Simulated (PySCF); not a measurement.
# C6H9O: the cost of one run

Computed with PySCF 2.14.0 and routines of our own; the level stands in each step. Atoms count from 0.

## 1. The starting structure

16 atoms, charge 1, multiplicity 1; geometry from: GFN2-xTB.

## 2. Magnetic properties: GIAO KT3/pcSseg-1

Job settings and geometry (Å):

```
{"job": {"kind": "mag", "xc": "KT3", "basis": "pcSseg-1", "isotopologues": 2}, "charge": 1, "multiplicity": 1}
C     -1.331974    -0.868390     1.485892
O     -0.406449     0.109656     1.001805
C     -0.375434     0.400109    -0.456708
C     -0.285245     1.856633    -0.794965
C      0.738022    -0.329743     0.109194
C      2.150658    -0.388897     0.441217
C      1.543149    -1.534373     0.186116
H     -2.315357    -0.401218     1.553078
H     -0.999087    -1.158061     2.482999
H     -1.378815    -1.747378     0.841660
H     -1.126795    -0.161864    -1.007784
H      0.449683     2.359564    -0.172296
H      0.009006     1.959577    -1.837016
H     -1.251940     2.337707    -0.665342
H      3.014322     0.169431     0.712269
H      1.558656    -2.593810     0.092393
```

Method: GIAO KT3/pcSseg-1 magnetisability, rotational g tensor and spin-rotation constants, non-relativistic, gas phase.

Started as:

```
> OMP_NUM_THREADS=1 python excited_run.py task.json out
```

This one command runs all jobs of the session in turn.

**Question.** How long does this first job take on 1 thread of Arm Neoverse V1, shared host, and how much memory does it need?

About 38 s, with a peak of 0.57 GiB.
